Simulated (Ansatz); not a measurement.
# Sn4Se3S: the cost of one run

Program: Ansatz 0.2.0. Level of theory: DFT PBE, scalar-relativistic, plane waves, PAW. These are calculated values, not measurements.

1 further run of the same task is left out (it didn't finish).

### Step 1. Starting point

Symmetry: Cmmm, No. 65, orthorhombic system. The conventional cell has a = 8.546 Å, b = 12.086 Å, c = 4.273 Å, α = 90.00°, β = 90.00°, γ = 90.00°. Around Sn (site symmetry 2mm) lie 2 S at 3.02 Å and 4 Se at 3.02 Å. Sn (site symmetry m2m) is surrounded by 5 Se at 3.02 Å and 1 S at 3.02 Å. Se (site symmetry 2/m) is surrounded by 6 Sn at 3.02 Å. Around Se (site symmetry mmm) lie 6 Sn at 3.02 Å. S (site symmetry mmm) is surrounded by 6 Sn at 3.02 Å.

Structure file:

```xyz
8
Lattice="4.2730 -6.0429 0.0000 4.2730 6.0429 0.0000 0.0000 0.0000 4.2730" Properties=species:S:1:pos:R:3 pbc="T T T"
Sn    6.4094    0.0000    0.0000
Sn    4.2730   -3.0214    2.1365
Sn    4.2730    3.0214    2.1365
Sn    2.1365    0.0000    0.0000
Se    2.1365    3.0214    0.0000
Se    0.0000    0.0000    2.1365
Se    2.1365   -3.0214    0.0000
S     4.2730    0.0000    2.1365
```

The start is an ordering of an alloy on its end members' structure types: elements ordered on the sites of the SnS type, S/Se on S (Cmmm, No. 65).

### Step 2. The guess as it stands, on a coarse mesh

Input file input.yaml:

```yaml
crystal:
  lattice:
    - [4.27295691, -6.04287362, 0.0]
    - [4.27295691, 6.04287362, 0.0]
    - [0.0, 0.0, 4.27295691]
  atoms:
    - { symbol: Sn, position: [0.75, 0.75, 0.0] }
    - { symbol: Sn, position: [0.75, 0.25, 0.5] }
    - { symbol: Sn, position: [0.25, 0.75, 0.5] }
    - { symbol: Sn, position: [0.25, 0.25, 0.0] }
    - { symbol: Se, position: [0.0, 0.5, 0.0] }
    - { symbol: Se, position: [0.0, 0.0, 0.5] }
    - { symbol: Se, position: [0.5, 0.0, 0.0] }
    - { symbol: S, position: [0.5, 0.5, 0.5] }
basis:
  ecutwfc: 420
kpoints:
  mp_grid: { grid: [4, 4, 4] }
hamiltonian:
  xc: pbe
scf:
  occupations: { method: gaussian, width: 0.1 }
  lower_state_search: "off"
output:
  forces: true
  stress: true
  eigenvalues: true
```

Launch:

```
ansatz run input.yaml --threads 1 --pin off --max-ram 2560MiB --backend cpu --events-out ev --progress --plain --runs-dir out
```

**Question.** How long does this run take on 1 thread of Intel Xeon at 2.50GHz (Skylake/Cascade Lake), shared host, and how much memory does it need?

About 42 s, with a peak of 0.6 GiB.
